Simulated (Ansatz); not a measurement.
What does this script print? It uses the Python package of Ansatz (0.2.0).

`sn_kconv.py`
```python
# -*- coding: utf-8 -*-
"""Convergence of Sn with the k-point mesh."""

import warnings

import ansatz


def main():
    warnings.simplefilter("ignore", ansatz.DeckWarning)

    cell = (
        ansatz.Lattice.bcc(3.789304)
        .space_group(229)
        .atom("Sn", (0.0, 0.0, 0.0))
        .primitive()
    )

    model = (
        cell.calculation()
        .functional("LDA")
        .pseudopotentials("paw")
        .occupations("fermi_dirac")
        .basis(19 * ansatz.Ha)
        .forces()
        .stress()
    )

    rows = []
    for value in [1.0, 0.6, 0.4, 0.3]:
        data = model.kpoints(spacing=value).run().report
        rows.append((value, data["free_energy_ev"] / len(data["lattice"]["sites"]), data["n_iterations"], sum(data["stress_gpa"][i][i] for i in range(3)) / 3, max(abs(f) for row in data["forces_ev_ang"] for f in row), data["n_kpoints"]))

    print("spacing (1/A)   F/atom (eV)    iterations       P (GPa)  max component (eV/A)      k-points")
    for row in rows:
        print(f"{str(row[0]):>12s}  {row[1]:12.5f}  {row[2]:12d}  {row[3]:12.3f}  {row[4]:20.4f}  {row[5]:12d}")

    # the last row is the reference
    for row in rows[:-1]:
        shift = 1000 * (row[1] - rows[-1][1])
        print(f"{row[0]}: {shift:+.2f} meV/atom" + ("  (within 2 meV)" if abs(shift) < 2 else ""))


if __name__ == "__main__":
    main()
```

```console
$ python sn_kconv.py
spacing (1/A)   F/atom (eV)    iterations       P (GPa)  max component (eV/A)      k-points
         1.0   -5879.50587             6        -5.294                0.0000             4
         0.6   -5879.39233             6        -3.511                0.0000             8
         0.4   -5879.50060             6        -3.488                0.0000            16
         0.3   -5879.46905             6        -2.962                0.0000            29
1.0: -36.81 meV/atom
0.6: +76.72 meV/atom
0.4: -31.54 meV/atom
```

Notes:
- Forces vanish by symmetry here and test nothing.
- Pressure is positive in compression.
- This isn't the structure that Sn takes at ambient conditions.
- Shifts are counted from the finest mesh, which is itself no proven limit.
- Timing: 2.3 s on 1 thread of Arm Neoverse V2, on a shared host, peak memory 0.33 GiB.
